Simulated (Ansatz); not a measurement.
# BH3IO+ (SMILES [OH2+]BI): functionals against CCSD(T) at one geometry

An exercise on one series of results from a longer session: the logs are not shown, and one member is left open.

Program: Ansatz 0.2.0, Gaussian basis. Level of theory: single points in def2-TZVPP. These are calculated values, not measurements.

Correlated methods freeze the cores. Filled d shells of the heavier atoms are correlated. Core potentials replace the inner electrons past krypton, and spin-orbit coupling is left out.

## The system as given

SMILES `[OH2+]BI`, 6 atoms, charge 1, spin multiplicity 1.

Atoms are counted from 1 here; the program's logs count them from 0.

Bond lengths: O1–B2 1.488 Å, O1–H4 1.013 Å, O1–H5 1.156 Å, B2–I3 2.047 Å, B2–H6 1.196 Å. Angles: B2–O1–H4 127.7°, B2–O1–H5 117.9°, H4–O1–H5 112.3°, O1–B2–I3 108.2°, O1–B2–H6 121.1°, I3–B2–H6 129.8°.

Geometry (Å):

```xyz
6
BH3IO
O    -0.6235   -0.3385    0.3374
B     0.7278    0.0835   -0.1217
I     0.5290    1.8279   -1.1739
H    -1.5205    0.0386    0.0543
H    -0.7237   -1.3701    0.8492
H     1.7144   -0.4606    0.2783
```

Set-up of the first run:

run/in.yaml reads:

```yaml
crystal:
  periodic: [false, false, false]
  atoms:
    - {symbol: O, position_ang: [-0.623500, -0.338500, 0.337400]}
    - {symbol: B, position_ang: [0.727800, 0.083500, -0.121700]}
    - {symbol: I, position_ang: [0.529000, 1.827900, -1.173900]}
    - {symbol: H, position_ang: [-1.520500, 0.038600, 0.054300]}
    - {symbol: H, position_ang: [-0.723700, -1.370100, 0.849200]}
    - {symbol: H, position_ang: [1.714400, -0.460600, 0.278300]}
basis:
  gaussian: {orbitals: def2-TZVPP}
total_charge: 1
correlation: {method: ccsd_t}
output: {forces: true}
```

No record of the launch command was kept for these runs.

Steps of the session up to this table: CCSD(T)/def2-TZVPP; PBE0-D4/def2-TZVPP; wB97M-V/def2-TZVPP; r2SCAN-D4/def2-TZVPP; PBE-D4/def2-TZVPP; BLYP-D4/def2-TZVPP; r2SCAN0-D4/def2-TZVPP.

One of the session's tables, all rows but one given; the rest of the session is left out.

```
    method  RMS force component (eV/Å)  angle to CCSD(T) forces (°)
   CCSD(T)                       1.761                    reference
   PBE0-D4                       1.724                          3.6
   wB97M-V                       1.736                          1.8
 r2SCAN-D4                       1.664                          2.8
    PBE-D4                       1.549                          5.4
   BLYP-D4                       1.528                          7.1
r2SCAN0-D4                           ?                            ?
```

Q: Estimate the row for r2SCAN0-D4 from the others.

The run gave: RMS force component (eV/Å): 1.785; angle to CCSD(T) forces (°): 3.9. In the column «RMS force component (eV/Å)» it is the highest.
